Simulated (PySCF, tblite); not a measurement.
# C4H7ClNSi radical: geometry, infrared bands and EPR parameters

Aim: predict the infrared bands and EPR parameters of C4H7ClNSi radical (`C[C@@H]([CH]Cl)[SiH2]C#N`).

Computed with tblite 0.8.0 and PySCF 2.14.0, with density-fitted response routines of our own, on a single molecule in the gas phase. Atoms count from 0, in the outputs and in this text.

**1. The molecule as given**

14 atoms, charge 0, multiplicity 2; geometry from: force field or distance geometry start.

Bonds of the start (Å): C0–C1 1.52, C1–C2 1.49, C2–Cl3 1.72, C1–Si4 1.93, Si4–C5 1.88, C5–N6 1.17, C0–H7 1.10, C0–H8 1.10, C0–H9 1.08, C1–H10 1.09, C2–H11 1.09, Si4–H12 1.49, Si4–H13 1.48.

**2. Optimising the geometry with GFN2-xTB**

What the job is given:

```
{"job": {"kind": "relax", "xc": "GFN2-xTB", "basis": "xTB"}, "charge": 0, "multiplicity": 2}
C     -0.694900     0.068800    -1.366800
C     -0.128300     0.552000    -0.038200
C     -1.205500     1.154800     0.797700
Cl    -1.096500     2.798300     1.279400
Si     0.794300    -0.828900     0.943800
C      2.218200    -1.507400    -0.079500
N      3.099300    -1.917700    -0.721900
H     -1.185200     0.902600    -1.892000
H     -1.442400    -0.725800    -1.227600
H      0.077200    -0.321300    -2.018500
H      0.632300     1.306500    -0.253700
H     -2.160300     0.687200     1.053700
H      1.274000    -0.269300     2.240600
H     -0.182900    -1.900100     1.260900
```

On the command line:

```sh
> OMP_NUM_THREADS=1 python probes_run.py task.json out
```

The driver reads the jobs from task.json and runs them one after another.

**Question.** This job is followed by: GFN2-xTB harmonic vibrations, gas phase; UKS B3LYP, pcH-1 on C Cl H N Si, non-relativistic, mean-field spin-orbit, GIAO. Predict these results of the whole session: strongest single infrared mode (GFN2-xTB); zero-point energy (GFN2-xTB); g(iso) (B3LYP); ⟨S²⟩; largest a(iso) (averaged by class); surface potential, 1st and 99th percentile.

The runs gave:

| quantity | value |
| --- | --- |
| strongest single infrared mode (GFN2-xTB) | 2302 cm⁻¹, 223 km/mol |
| zero-point energy (GFN2-xTB) | 59.0 kcal/mol |
| g(iso) (B3LYP) | 2.00585 |
| ⟨S²⟩ | 0.754 (exact 0.75) |
| largest a(iso) (averaged by class) | 29Si on Si4, -149.3 MHz |
| surface potential, 1st and 99th percentile | -1.60 V and 1.45 V |

What this shows: The optimisation took 62 steps and gained 0.188 eV; among the close pairs (by a distance rule), C1–C2 changed most, from 1.491 to 1.454 Å. No mode is imaginary among the 36: a minimum at this level. The strongest single mode, at 2302 cm⁻¹, moves mainly H12. GFN2-xTB is a fitted tight-binding method: band positions and strengths are rough. Its intensities can rank the bands wrongly. Most of the unpaired spin sits on C2 (0.88 e). The isotropic g lies 3.5 ppt above the free-electron value.
